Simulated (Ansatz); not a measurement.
# CO on BaTiO3(110): molecular dynamics

Aim: shoot the molecule at the surface and see whether it bounces, sticks or breaks. Runs: 60 steps of 1.5 fs at constant energy. The slab cell is 1×2, and the molecule starts well above it. It comes in with 1.5 eV at 20° from the normal, on a surface at rest.

All numbers below are computed with Ansatz 0.2.0 (DFT r2SCAN, plane waves, PAW, scalar-relativistic, no spin polarisation).

### 1 The system as given

The cell holds 32 atoms (CBa6O19Ti6): a = 5.667 Å, b = 8.015 Å, c = 22.084 Å, α = 90.00°, β = 90.00°, γ = 90.00°.

Its coordinates follow in the input file.

### 2 Dynamics

60 steps of 1.5 fs at constant energy.

File input.yaml:

```yaml
accuracy: low
crystal:
  lattice:
    - [5.667178, 0.0, 0.0]
    - [0.0, 8.0146, 0.0]
    - [0.0, 0.0, 22.083973]
  atoms:
    - { symbol: Ba, position: [0.5, 0.25, 0.0452817] }
    - { symbol: Ti, position: [0.0, 0.0, 0.0452817] }
    - { symbol: O, position: [0.25, 0.0, 0.1094366] }
    - { symbol: O, position: [0.75, 0.0, 0.1094366] }
    - { symbol: O, position: [0.0, 0.25, 0.0452817] }
    - { symbol: Ba, position: [0.0, 0.25, 0.1735915] }
    - { symbol: Ti, position: [0.5, 0.0, 0.1735915] }
    - { symbol: O, position: [0.75, 0.0, 0.2377463] }
    - { symbol: O, position: [0.25, 0.0, 0.2377463] }
    - { symbol: O, position: [0.5, 0.25, 0.1735915] }
    - { symbol: Ba, position: [0.5, 0.25, 0.3019012] }
    - { symbol: Ti, position: [0.0, 0.0, 0.3019012] }
    - { symbol: O, position: [0.25, 0.0, 0.3660561] }
    - { symbol: O, position: [0.75, 0.0, 0.3660561] }
    - { symbol: O, position: [0.0, 0.25, 0.3019012] }
    - { symbol: Ba, position: [0.5, 0.75, 0.0452817] }
    - { symbol: Ti, position: [0.0, 0.5, 0.0452817] }
    - { symbol: O, position: [0.25, 0.5, 0.1094366] }
    - { symbol: O, position: [0.75, 0.5, 0.1094366] }
    - { symbol: O, position: [0.0, 0.75, 0.0452817] }
    - { symbol: Ba, position: [0.0, 0.75, 0.1735915] }
    - { symbol: Ti, position: [0.5, 0.5, 0.1735915] }
    - { symbol: O, position: [0.75, 0.5, 0.2377463] }
    - { symbol: O, position: [0.25, 0.5, 0.2377463] }
    - { symbol: O, position: [0.5, 0.75, 0.1735915] }
    - { symbol: Ba, position: [0.5, 0.75, 0.3019012] }
    - { symbol: Ti, position: [0.0, 0.5, 0.3019012] }
    - { symbol: O, position: [0.25, 0.5, 0.3660561] }
    - { symbol: O, position: [0.75, 0.5, 0.3660561] }
    - { symbol: O, position: [0.0, 0.75, 0.3019012] }
    - { symbol: C, position: [0.2376293, 0.0223709, 0.5337304] }
    - { symbol: O, position: [0.2376293, 0.0223709, 0.5862572] }
basis:
  ecutwfc: 500.0
kpoints:
  mp_grid: { grid: [2, 1, 1] }
hamiltonian:
  xc: r2scan
  pseudopotentials: { kind: paw, azcp: { folder: soft_1 } }
scf:
  occupations: { method: fermi_dirac, width: 0.05 }
  lower_state_search: "off"
md:
  timestep: 1.5
  n_steps: 60
  ensemble: nve
  initial_velocities: zero
  seed: 40640
  initial_site_velocities:
    - { site: 30, velocity: [0.010995, 0.0, -0.030208] }
    - { site: 31, velocity: [0.010995, 0.0, -0.030208] }
  constraints: [{ sites: [0, 1, 2, 3, 4, 15, 16, 17, 18, 19] }]
```

The run is started by

```
$ ansatz run input.yaml --threads 4 --pin off --max-ram 10240MiB --backend cpu --events-out ev --progress --plain --runs-dir out
```

Before running it: what results should come out? Wanted: lowest height of the centre of mass; shortest distance to a slab atom; temperature, first and last step; temperature, second half; potential energy, second half; largest change of the total energy; mean square displacement, second half.

The runs gave:

| quantity | value |
| --- | --- |
| lowest height of the centre of mass | 1.98 Å over the top layer's first level, at 90.0 fs |
| shortest distance to a slab atom | 2.08 Å |
| length | 60 steps of 1.5 fs |
| temperature, first and last step | 527 and 1319 K |
| temperature, second half | mean 1635 K, from 832 to 2484 K |
| potential energy, second half | -99 meV/atom from the start |
| largest change of the total energy | 1.14 meV/atom |
| mean square displacement, second half | C 4.3, O 0.387, Ba 0.052, Ti 0.023 Å² |

**Reading.** The molecule's centre of mass comes down from 4.37 Å to 1.98 Å and is still falling when the run ends, so its fate is open. Its shortest distance to a slab atom is 2.08 Å. The total energy strays from its start by at most 1.14 meV/atom, 0.8 % of the mean kinetic energy, so a step of 1.5 fs is short enough over this time. The printed temperature only measures the kinetic energy here. Kinetic energy grows to 4.5 eV on average, more than the molecule brought: the slab or molecule was not relaxed and heats itself. The run is too short to decide the outcome. A run of 90 fs with 32 atoms shows the motion but fixes no equilibrium value. The settings are cheap ones for dynamics (low accuracy level or one k-point).
